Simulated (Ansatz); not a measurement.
# CdBr (Fm-3m) in Ansatz: convergence with k mesh

Aim: find how far k mesh must go before the results for CdBr settle, at PBE. This setting moves, with any that are tied to it; all else stays.

Program: Ansatz 0.2.0. These are calculated values, not measurements. Logs are shortened: lines on timing, memory, paths and dates and some standing lists are left out, and cuts for length are marked.

## (1) The structure

The structure is cubic, space group Fm-3m (No. 225). Conventional cell: a = 6.145 Å, b = 6.145 Å, c = 6.145 Å, α = 90.00°, β = 90.00°, γ = 90.00°. Around Cd (site symmetry m-3m) lie 6 Br at 3.07 Å. Br (site symmetry m-3m) is surrounded by 6 Cd at 3.07 Å.

The cell was built by a generator and needn't be a form met in nature.

## (2) With k mesh 2 × 2 × 2

Input file input.yaml:

```yaml
crystal:
  lattice:
    - [0.0, 3.07239103, 3.07239103]
    - [3.07239103, 0.0, 3.07239103]
    - [3.07239103, 3.07239103, 0.0]
  atoms:
    - { symbol: Cd, position: [0.0, 0.0, 0.0] }
    - { symbol: Br, position: [0.5, 0.5, 0.5] }
hamiltonian:
  xc: pbe
  pseudopotentials: { kind: paw_fr }
magnetization:
  noncollinear: true
  spin_orbit: true
kpoints:
  mp_grid: { grid: [2, 2, 2] }
scf:
  occupations: { method: fermi_dirac, width: 0.1 }
output:
  forces: true
  stress: true
  eigenvalues: true
```

Potentials or basis: Ansatz PAW.

Launch:

```
ansatz run input.yaml --threads 2 --pin off --max-ram 5632MiB --backend cpu --events-out ev --progress --plain --runs-dir out
```

It took 1 s on 2 threads of Arm Neoverse V1, shared host; peak memory 0.35 GiB.

What came out:

```
Free energy : -11041.9264 eV
Pressure    : 0.3 GPa
```

## (3) With k mesh 3 × 3 × 3

Edit input.yaml of step 2 so:

```diff
@@ -15,3 +15,3 @@
 kpoints:
-  mp_grid: { grid: [2, 2, 2] }
+  mp_grid: { grid: [3, 3, 3] }
 scf:
```

Potentials or basis: Ansatz PAW.

Launch:

```
ansatz run input.yaml --threads 2 --pin off --max-ram 5632MiB --backend cpu --events-out ev --progress --plain --runs-dir out
```

Wall time 1.1 s (2 threads of Arm Neoverse V1, shared host); peak memory 0.35 GiB.

What came out:

* Free energy: -11041.2582 eV
* Pressure: 1.1 GPa
* Band gap on the k mesh: none (metal or under the smearing width)

## (4) With k mesh 4 × 4 × 4

Edit input.yaml of step 3 so:

```diff
@@ -15,3 +15,3 @@
 kpoints:
-  mp_grid: { grid: [3, 3, 3] }
+  mp_grid: { grid: [4, 4, 4] }
 scf:
```

Launch:

```
ansatz run input.yaml --threads 2 --pin off --max-ram 5632MiB --backend cpu --events-out ev --progress --plain --runs-dir out
```

Run time: 1.7 s. Hardware: 2 threads of Arm Neoverse V1, shared host; peak memory 0.37 GiB.

What came out:

* Free energy: -11041.2837 eV
* Pressure: 1.5 GPa
* Band gap on the k mesh: none (metal or under the smearing width)

## (5) With k mesh 6 × 6 × 6

Edit input.yaml of step 4 so:

```diff
@@ -15,3 +15,3 @@
 kpoints:
-  mp_grid: { grid: [4, 4, 4] }
+  mp_grid: { grid: [6, 6, 6] }
 scf:
```

Launch:

```
ansatz run input.yaml --threads 2 --pin off --max-ram 5632MiB --backend cpu --events-out ev --progress --plain --runs-dir out
```

It took 3 s on 2 threads of Arm Neoverse V1, shared host; peak memory 0.41 GiB.

Results:

| Item | Value |
| --- | --- |
| Free energy | -11041.3256 eV |
| Pressure | 1.5 GPa |
| Band gap on the k mesh | none (metal or under the smearing width) |

## (6) With k mesh 7 × 7 × 7

Edit input.yaml of step 5 so:

```diff
@@ -15,3 +15,3 @@
 kpoints:
-  mp_grid: { grid: [6, 6, 6] }
+  mp_grid: { grid: [7, 7, 7] }
 scf:
```

Potentials or basis: Ansatz PAW.

Launch:

```
ansatz run input.yaml --threads 2 --pin off --max-ram 5632MiB --backend cpu --events-out ev --progress --plain --runs-dir out
```

It took 3.6 s on 2 threads of Arm Neoverse V1, shared host; peak memory 0.42 GiB.

Results (log left out):

```yaml
Free_energy: -11041.3463 eV
Pressure: 1.2 GPa
Band_gap_on_the_k_mesh: none (metal or under the smearing width)
```

## (7) With k mesh 9 × 9 × 9

Edit input.yaml of step 6 so:

```diff
@@ -15,3 +15,3 @@
 kpoints:
-  mp_grid: { grid: [7, 7, 7] }
+  mp_grid: { grid: [9, 9, 9] }
 scf:
```

Launch:

```
ansatz run input.yaml --threads 2 --pin off --max-ram 5632MiB --backend cpu --events-out ev --progress --plain --runs-dir out
```

Run time: 5.8 s. Hardware: 2 threads of Arm Neoverse V1, shared host; peak memory 0.46 GiB.

It converged, with:

- Free energy: -11041.3407 eV
- Pressure: 1.3 GPa
- Band gap on the k mesh: none (metal or under the smearing width)

## (8) With k mesh 10 × 10 × 10

Edit input.yaml of step 7 so:

```diff
@@ -15,3 +15,3 @@
 kpoints:
-  mp_grid: { grid: [9, 9, 9] }
+  mp_grid: { grid: [10, 10, 10] }
 scf:
```

Launch:

```
ansatz run input.yaml --threads 2 --pin off --max-ram 5632MiB --backend cpu --events-out ev --progress --plain --runs-dir out
```

It took 7.4 s on 2 threads of Arm Neoverse V1, shared host; peak memory 0.48 GiB.

It converged, with:

- Free energy: -11041.3409 eV
- Pressure: 1.3 GPa
- Band gap on the k mesh: none (metal or under the smearing width)

## (9) With k mesh 12 × 12 × 12

Edit input.yaml of step 8 so:

```diff
@@ -15,3 +15,3 @@
 kpoints:
-  mp_grid: { grid: [10, 10, 10] }
+  mp_grid: { grid: [12, 12, 12] }
 scf:
```

Potentials or basis: Ansatz PAW.

Launch:

```
ansatz run input.yaml --threads 2 --pin off --max-ram 5632MiB --backend cpu --events-out ev --progress --plain --runs-dir out
```

Log:

```text
Warning: RAYON_NUM_THREADS=2 ignored (pool sized by the plan → 2); use --threads N
Engine: ansatz 0.2.0, aarch64-unknown-linux-gnu
Pseudopotentials: kind: paw_fr
Pseudopotential: Cd, paw_fr, valence charge 20, recommended cutoff 420 eV (normal), Cd.paw.azcp#standard-fr
Pseudopotential: Br, paw_fr, valence charge 7, recommended cutoff 420 eV (normal), Br.paw.azcp#standard-fr
Functional definition: PBE
  parameter kappa = 0.804
  parameter beta = 0.06672455060314922
  exchange = pbe_x(kappa = kappa, mu = beta*pi^2/3)
  correlation = pbe_c(beta = beta)
non-collinear run that drives no moment, with spin-orbit: no starting moment large enough to seed its density (crystal.atoms[].spin), no starting occupations that ask for one, no magnetisation constraint and no magnetic field, so the semilocal B_xc is pinned to zero
Crystal: 2 atoms, lattice volume = 58.004 Å³
Basis set: ecut = 420 eV, 1139 PW (Γ), exchange–correlation on 60×60×60 points (8 copies of the dense FFT grid, shifted against one another)
Bands: 36, of which v1, the nominal top of the filled ones, is band 27 counted from 1 (26 counted from 0)
Symmetry: 48 space group operations + 48 with time reversal
Magnetic group: BNS 225.117 (UNI 1619), of the structure as read, at distance tolerance 3.9e-5 Å
k-points: 72 of 1728
Projection manifold: j_resolved (fully-relativistic pseudo-atomic orbitals)
Non-local potential: Cd, projectors of the file, l = 0: 3, l = 1: 4, l = 2: 4, l = 3: 2
Non-local potential: Br, projectors of the file, l = 0: 2, l = 1: 4, l = 2: 4
PAW form: soft (Blöchl's): semilocal exchange-correlation on the pseudo side does not see the compensation charge
PAW one-centre angular grid: Cd, 590 points (default); XC on 64 Gauss nodes
PAW one-centre angular grid: Br, 110 points (default); XC on 64 Gauss nodes
Initial density: superposition of atomic densities (chi_scale 0.1, normalization cell, long waves kept (reshape's long-wave potential 0.00 eV rms))
Initial wavefunctions: pseudopotential atomic-orbital guess
Functional: x = pbe(κ = 0.804, μ = 0.2195149727645171), c = pbe(β = 0.06672455060314922)
SCF iter   1: F=—  HF=-11041.970084 eV  |F-HF|=—  |Δ(HF+E_count)|=         —  Δρ=4.69e-2  dr2=1.72e0  dr2_m=0.00e0 (ungated)  ethr=3.10e-3  |M|=0.00e0 ∫|m|=0.00e0 μB  |m|>n=0.0e0 m-floor=0.0e0 τ_xc=0.0e0  β_m=0.30  ⟨swp⟩=9.8  Hψ=6910  notcnv=0
preconditioner: auto → Kerker (q_TF=auto, 2.402 Å⁻¹)  [metal: Δε(μ)=0.007 eV  Ē_g=13.073 eV  σ=0.100 eV  W_gap=0.02  n_scr=14 (ndim 8)  ℏωp=21.3 eV  f_vac=0.032  D(μ)=1.24/eV (n_scr^D=8)]
spin=Noncollinear: Kerker preconditioning applied to the charge; magnetization (m_x, m_y, m_z) channels mix plain (no charge-response kernel on spin).
SCF iter   2: F=—  HF=-11041.610334 eV  |F-HF|=—  |Δ(HF+E_count)|=   3.60e-1  Δρ=2.83e-2  dr2=7.61e-1  dr2_m=0.00e0 (ungated)  ethr=3.10e-3  |M|=0.00e0 ∫|m|=0.00e0 μB  |m|>n=0.0e0 m-floor=0.0e0 τ_xc=0.0e0  β_m=0.54  ⟨swp⟩=2.9  Hψ=2310  notcnv=0  defer=166
SCF iter   3: F=—  HF=-11041.351277 eV  |F-HF|=—  |Δ(HF+E_count)|=   2.59e-1  Δρ=6.67e-3  dr2=2.57e-2  dr2_m=0.00e0 (ungated)  ethr=2.82e-3  |M|=0.00e0 ∫|m|=0.00e0 μB  |m|>n=0.0e0 m-floor=0.0e0 τ_xc=0.0e0  β_m=0.69  ⟨swp⟩=2.3  Hψ=2144  notcnv=0  defer=166
SCF iter   4: F=—  HF=-11041.341660 eV  |F-HF|=—  |Δ(HF+E_count)|=   9.62e-3  Δρ=1.73e-3  dr2=3.51e-3  dr2_m=0.00e0 (ungated)  ethr=9.52e-5  |M|=0.00e0 ∫|m|=0.00e0 μB  |m|>n=0.0e0 m-floor=0.0e0 τ_xc=0.0e0  β_m=0.85  ⟨swp⟩=2.6  Hψ=2510  notcnv=0  defer=164
SCF iter   5: F=—  HF=-11041.340910 eV  |F-HF|=—  |Δ(HF+E_count)|=   7.50e-4  Δρ=7.38e-4  dr2=3.60e-4  dr2_m=0.00e0 (ungated)  ethr=1.30e-5  |M|=0.00e0 ∫|m|=0.00e0 μB  |m|>n=0.0e0 m-floor=0.0e0 τ_xc=0.0e0  β_m=0.92  ⟨swp⟩=2.0  Hψ=1792  notcnv=0  defer=164
SCF iter   6: F=—  HF=-11041.341039 eV  |F-HF|=—  |Δ(HF+E_count)|=   1.30e-4  Δρ=2.12e-4  dr2=2.67e-5  dr2_m=0.00e0 (ungated)  ethr=1.33e-6  |M|=0.00e0 ∫|m|=0.00e0 μB  |m|>n=0.0e0 m-floor=0.0e0 τ_xc=0.0e0  β_m=0.96  ⟨swp⟩=2.0  Hψ=1900  notcnv=0  defer=164
SCF iter   7: F=—  HF=-11041.341081 eV  |F-HF|=—  |Δ(HF+E_count)|=   4.16e-5  Δρ=8.23e-5  dr2=4.28e-6  dr2_m=0.00e0 (ungated)  ethr=9.89e-8  |M|=0.00e0 ∫|m|=0.00e0 μB  |m|>n=0.0e0 m-floor=0.0e0 τ_xc=0.0e0  β_m=0.98  ⟨swp⟩=2.5  Hψ=2191  notcnv=0  defer=164
SCF iter   8: F=—  HF=-11041.341084 eV  |F-HF|=—  |Δ(HF+E_count)|=   2.78e-6  Δρ=1.83e-5  dr2=1.70e-7  dr2_m=0.00e0 (ungated)  ethr=1.59e-8  |M|=0.00e0 ∫|m|=0.00e0 μB  |m|>n=0.0e0 m-floor=0.0e0 τ_xc=0.0e0  β_m=0.97  ⟨swp⟩=2.6  Hψ=2280  notcnv=0  defer=164
SCF iter   9: F=-11041.341084 eV  HF=-11041.341084 eV  |F-HF|=4.08e-9  |Δ(HF+E_count)|=   2.01e-7  Δρ=5.38e-6  dr2=1.43e-8  dr2_m=0.00e0 (ungated)  ethr=3.70e-10  |M|=0.00e0 ∫|m|=0.00e0 μB  |m|>n=0.0e0 m-floor=0.0e0 τ_xc=0.0e0  ⟨swp⟩=10.8  Hψ=5825  notcnv=0
SCF 1 converged in 9 iterations: F = -11041.341084 eV  dr2 = 1.43e-8
SCF converged after 9 iterations
Magnetization: |M| = 0.0000 μB,  M = (+0.0000, +0.0000, +0.0000) μB
Absolute magnetization: 0.0000 μB (∫|m|)
  site 0: m = (+0.0000, +0.0000, +0.0000) μB, |m| = 0.0000 μB  (R = 1.27 Å)
  site 1: m = (+0.0000, +0.0000, +0.0000) μB, |m| = 0.0000 μB  (R = 1.27 Å)
Free energy (F): -11041.341084 eV
Harris-Foulkes:  -11041.341084 eV  (|F-HF|=4.08e-9)
Internal energy: -11041.305269 eV  (E = F + TS)
E sigma→0 (E₀):  -11041.323176 eV
Entropy (-TS):   -0.035815 eV (-17.907 meV/atom)
Fermi energy:    7.725312 eV
--- Per-component energies (eV) ---
  E_band       = -525.765857
  E_kinetic    = 638.036996
  E_local      = -4088.411899  (includes V_loc(G=0)·N_el)
  E_nonlocal   = 101.866859
  E_hartree    = 1849.441961
  E_xc         = -439.865833
  E_vxc        = -323.422569  (∫ρ·V_xc dr)
  E_paw        = -6332.800018  (= ΣΔE_a)
  E_vpaw       = -552.710440  (= ΣTr[D̂ρ^β])
  E_aug_tail   = 0.000012  (compensation charges beyond the density's cutoff)
  E_ewald      = -2769.573346
  E_smearing   = -0.035815  (= −TS)
  E_closure    = -0.000000  (closes the sum)
  Σ components = -11041.341084   (vs F -11041.341084, Δ=0.00e0)
--- Forces (eV/Å), atoms counted from 1 ---
  atom   1  Cd    -0.00000000     0.00000000     0.00000000
  atom   2  Br     0.00000000    -0.00000000     0.00000000
  max |Σ_I F_I| component: 1.18e-30 eV/Å
--- Stress (GPa, compression-positive) ---
        1.290281       0.000000      -0.000000
        0.000000       1.290281       0.000000
       -0.000000       0.000000       1.290281
  P = ⅓ Tr σ = 1.2903 GPa (12.903 kbar)
--- Band table (eV; the first three rows and the last of 72) ---
  k-point 0: bands = ["-94.9521", "-94.9521", "-60.0673", "-60.0673", "-54.2480", "-54.2480", "-54.2480", "-54.2480", "-8.4973", "-8.4973", "-1.3242", "-1.3242", "-1.3242", "-1.3242", "-0.6367", "-0.6367", "-0.6367", "-0.6367", "-0.6329", "-0.6329", "3.7762", "3.7762", "4.2950", "4.2950", "4.2950", "4.2950", "5.0836", "5.0836", "14.5521", "14.5521", "14.6922", "14.6922", "14.6922", "14.6922", "14.7446", "14.7446"]
  k-point 1: bands = ["-94.9521", "-94.9521", "-60.0673", "-60.0673", "-54.2480", "-54.2480", "-54.2480", "-54.2480", "-8.4807", "-8.4807", "-1.3281", "-1.3281", "-1.3248", "-1.3248", "-0.6473", "-0.6473", "-0.6380", "-0.6380", "-0.6312", "-0.6312", "3.5621", "3.5621", "4.0683", "4.0683", "4.3144", "4.3144", "5.6022", "5.6022", "13.7065", "13.7065", "14.1660", "14.1660", "14.3575", "14.3575", "15.0198", "15.0198"]
  k-point 2: bands = ["-94.9521", "-94.9521", "-60.0673", "-60.0673", "-54.2481", "-54.2481", "-54.2480", "-54.2480", "-8.4349", "-8.4349", "-1.3395", "-1.3395", "-1.3274", "-1.3274", "-0.6762", "-0.6762", "-0.6407", "-0.6407", "-0.6270", "-0.6270", "2.9840", "2.9840", "4.0555", "4.0555", "4.3682", "4.3682", "6.4164", "6.4164", "12.6142", "12.6142", "13.3258", "13.3258", "13.5580", "13.5580", "15.2210", "15.2210"]
  k-point 71: bands = ["-94.9521", "-94.9521", "-60.0674", "-60.0674", "-54.2482", "-54.2482", "-54.2482", "-54.2482", "-8.2042", "-8.2042", "-1.3454", "-1.3454", "-1.2306", "-1.2306", "-0.6897", "-0.6897", "-0.5990", "-0.5990", "-0.5054", "-0.5054", "2.6964", "2.6964", "2.9678", "2.9678", "3.1455", "3.1455", "7.6404", "7.6404", "11.5287", "11.5287", "12.4242", "12.4242", "12.4922", "12.4922", "16.6136", "16.6136"]
```

Run time: 11 s. Hardware: 2 threads of Arm Neoverse V1, shared host; peak memory 0.54 GiB.

What came out:

```
Free energy            : -11041.3411 eV
Pressure               : 1.3 GPa
Band gap on the k mesh : none (metal or under the smearing width)
```

## (10) Summary

```csv
k mesh,"energy less the tightest run, at zero smearing (meV/atom)",pressure (GPa),SCF cycles,CPU time (s),peak memory (GiB)
2 × 2 × 2,-301.61,0.29,7,1.8,0.35
3 × 3 × 3,52.68,1.11,7,2,0.35
4 × 4 × 4,37.39,1.54,8,3.2,0.37
6 × 6 × 6,11.51,1.49,9,5.8,0.41
7 × 7 × 7,-3.54,1.23,9,6.9,0.42
9 × 9 × 9,0.20,1.28,9,11,0.46
10 × 10 × 10,0.14,1.27,8,14,0.48
12 × 12 × 12,0.00,1.29,9,23,0.54
```

Against the tightest run, the energy stays within 1 meV/atom from 9 × 9 × 9 on; the pressure stays within 0.1 GPa from 7 × 7 × 7 on. Meshes of other sizes hit other points, so gaps and Fermi surfaces needn't settle smoothly. The tightest run that finished is the yardstick and may itself not be fully converged.
